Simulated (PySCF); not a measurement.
**SnO⁺ under other conditions**

Aim: change spin, charge, geometry, field or solvent of SnO⁺, one at a time, and compare with the base run.

Method: each script names its method and basis; program: PySCF 2.14.0.

6 further runs of the same task are left out: 3 for a known fault of the program, 3 that didn't finish.

## Step 1: Where the work starts

SnO⁺: 2 atoms, charge 1, spin multiplicity 2.

Bond lengths: Sn1–O2 2.050 Å.

## Step 2: The run that the others are compared with

input.py reads:

```python
from pyscf import gto, scf, mp

mol = gto.M(
    atom='Sn 0 0 0; O 0 0 2.05',
    basis='sto-3g',
    charge=1,
    spin=1,
    verbose=4,
)
mf = scf.UHF(mol)
mf.kernel()
mp.MP2(mf, frozen=19).kernel()
mf.dip_moment()
print('orbital energies (hartree):', [e[max(0, n-3):n+3].round(4) for e, n in zip(mf.mo_energy, mol.nelec)])
```

Started as:

```sh
> OMP_NUM_THREADS=1 python input.py
```

The log of this run is left out.

It gives: E(SCF) = -6036.855560 Eh, E(MP2) − E(SCF) = -0.08366 Eh, ⟨S²⟩ = 1.009.

No relativity is included for the heavy element. The bond length is a typed value, not an optimised one. The dipole of an ion depends on the origin.

## Step 3: Quartet

Variant 1 changes spin (2S): 1 → 3.

input.py reads:

```python
from pyscf import gto, scf, mp

mol = gto.M(
    atom='Sn 0 0 0; O 0 0 2.05',
    basis='sto-3g',
    charge=1,
    spin=3,
    verbose=4,
)
mf = scf.UHF(mol)
mf.kernel()
mp.MP2(mf, frozen=19).kernel()
mf.dip_moment()
print('orbital energies (hartree):', [e[max(0, n-3):n+3].round(4) for e, n in zip(mf.mo_energy, mol.nelec)])
```

Started as:

```sh
> OMP_NUM_THREADS=1 python input.py
```

## Step 4: Charge +0 (singlet)

Variant 2 changes charge: 1 → 0; spin (2S): 1 → 0.

input.py: that of step 2 with these lines changed.

```diff
@@ -5,4 +5,4 @@
     basis='sto-3g',
-    charge=1,
-    spin=1,
+    charge=0,
+    spin=0,
     verbose=4,
```

## Step 5: Bond 0.5 Å

Variant 3 changes bond length: 2.05 Å → 0.5 Å.

input.py: that of step 2 with these lines changed.

```diff
@@ -3,3 +3,3 @@
 mol = gto.M(
-    atom='Sn 0 0 0; O 0 0 2.05',
+    atom='Sn 0 0 0; O 0 0 0.5',
     basis='sto-3g',
```

## Step 6: Bond 3.075 Å

Variant 4 changes bond length: 2.05 Å → 3.075 Å.

input.py: that of step 2 with these lines changed.

```diff
@@ -3,3 +3,3 @@
 mol = gto.M(
-    atom='Sn 0 0 0; O 0 0 2.05',
+    atom='Sn 0 0 0; O 0 0 3.075',
     basis='sto-3g',
```

What does the calculation give? Wanted: for each run, E(SCF); from base; gap, α spin; SCF dipole; after the SCF.

The runs gave:

| run | E(SCF) (hartree) | from base (eV) | cycles | gap, α spin (eV) | SCF dipole (D) | after the SCF |
| --- | --- | --- | --- | --- | --- | --- |
| base | -6036.855560 | 0 | 18 | 12.42 | n/a | MP2 correlation -2.277 eV, core frozen |
| quartet | -6036.879195 | -0.6431 | 15 | 8.37 | n/a | MP2 correlation -0.562 eV, core frozen |
| charge +0 (singlet) | -6036.985606 | -3.5387 | 13 | 10.24 | 2.46 | MP2 correlation -5.430 eV, core frozen |
| bond 0.5 Å (poor choice) | -5999.358201 | +1020.3551 | 9 | 12.76 | n/a | MP2 correlation -1.230 eV, core frozen |
| bond 3.075 Å | -6036.729633 | +3.4267 | 14 | 7.28 | n/a | MP2 correlation -2.731 eV, core frozen |

What this shows: The largest comparable shift of the SCF energy, +1020.355 eV, comes with the run “bond 0.5 Å”. The quartet solution found lies 0.64 eV below the base doublet at this geometry and level, so the base is not the lowest spin state. At the SCF level, adding an electron (to the singlet) releases 3.54 eV at fixed geometry. With bond 3.075 Å the frontier gap moves by over 1.5 eV, which can mean another electronic state rather than the bond length alone. Rows marked «poor choice» come from settings spoiled on purpose.
